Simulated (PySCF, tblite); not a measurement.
**C7H11ClO2: geometry, infrared bands and NMR shifts**

Aim: predict the infrared bands and NMR shifts of C7H11ClO2 (`C=C[C@@](C)(COC)C(=O)Cl`).

The runs use tblite 0.8.0 and PySCF 2.14.0, with density-fitted response routines of our own; the level of theory stands in each step. All values are computed, except where a source is named. Atoms are numbered from 0 throughout.

## 1. The starting structure

21 atoms, charge 0, multiplicity 1; geometry from: force field or distance geometry start.

Bonds of the start (Å): C0–C1 1.33, C1–C2 1.55, C2–C3 1.53, C2–C4 1.54, C4–O5 1.44, O5–C6 1.43, C2–C7 1.55, C7–O8 1.22, C7–Cl9 1.76, C0–H10 1.09, C0–H11 1.09, C1–H12 1.08, C3–H13 1.11, C3–H14 1.10, C3–H15 1.08, C4–H16 1.09, C4–H17 1.10, C6–H18 1.09, C6–H19 1.10, C6–H20 1.09.

## 2. Optimising the geometry with GFN2-xTB

Job settings and geometry (Å):

```
{"job": {"kind": "relax", "xc": "GFN2-xTB", "basis": "xTB"}, "charge": 0, "multiplicity": 1}
C     -2.211200     0.505400    -1.359300
C     -1.187900     0.973700    -0.653800
C     -0.475100     0.281800     0.536800
C     -1.022600    -1.111700     0.866100
C      1.032600     0.170900     0.228200
O      1.267500    -0.769900    -0.834900
C      2.656200    -0.861900    -1.151900
C     -0.620600     1.224800     1.763800
O      0.334500     1.842300     2.218200
Cl    -2.259600     1.347700     2.395600
H     -2.627400     1.090000    -2.182700
H     -2.691500    -0.454600    -1.164000
H     -0.783600     1.943900    -0.917500
H     -0.510100    -1.524100     1.756000
H     -2.097500    -1.108000     1.099400
H     -0.872100    -1.824700     0.063300
H      1.578800    -0.160900     1.116700
H      1.443200     1.142600    -0.072700
H      2.774500    -1.595000    -1.944200
H      3.230000    -1.201700    -0.271000
H      3.032900     0.106200    -1.492500
```

Launch:

```sh
$ OMP_NUM_THREADS=1 python probes_run.py task.json out
```

This one command runs all jobs of the session in turn.

**Question.** This job is followed by: GFN2-xTB harmonic vibrations, gas phase; GIAO PBE0/pcSseg-1 NMR shielding, non-relativistic, gas phase. Predict these results of the whole session: strongest single infrared mode (GFN2-xTB); zero-point energy (GFN2-xTB); 13C shifts against TMS (PBE0/pcSseg-1); 1H shifts against TMS (PBE0/pcSseg-1, means over atoms taken as alike); 17O shifts against H2O (PBE0/pcSseg-1); 35Cl shifts against HCl (PBE0/pcSseg-1).

**Answer**, as computed:

```
                                                              quantity                                            value
                             strongest single infrared mode (GFN2-xTB)                            1818 cm⁻¹, 404 km/mol
                                          zero-point energy (GFN2-xTB)                                   103.7 kcal/mol
                                13C shifts against TMS (PBE0/pcSseg-1)  188.7, 147.5, 127.5, 80.9, 61.3, 61.1, 20.6 ppm
1H shifts against TMS (PBE0/pcSseg-1, means over atoms taken as alike)     5.99, 5.81, 5.73, 3.57, 3.50, 3.44, 1.57 ppm
                                17O shifts against H2O (PBE0/pcSseg-1)                                  587.0, 22.7 ppm
                               35Cl shifts against HCl (PBE0/pcSseg-1)                                          435 ppm
```

In words: The optimisation took 78 steps and gained 0.246 eV; among the close pairs (by a distance rule), C2–C7 changed most, from 1.554 to 1.509 Å. All 57 modes are real, so the xTB geometry is a minimum. The strongest single mode, at 1818 cm⁻¹, moves mainly C7 and O8. GFN2-xTB is a fitted tight-binding method: band positions and strengths are rough. Its intensities can rank the bands wrongly. H12 (hydrogen on an alkene CH) lies farthest downfield among hydrogen, at 5.99 ppm; attached to an sp2 carbon and in the plane of the double bond. At PBE0/pcSseg-1: Shielding is most anisotropic at O8 (span 901 ppm, paramagnetic term -649 ppm).
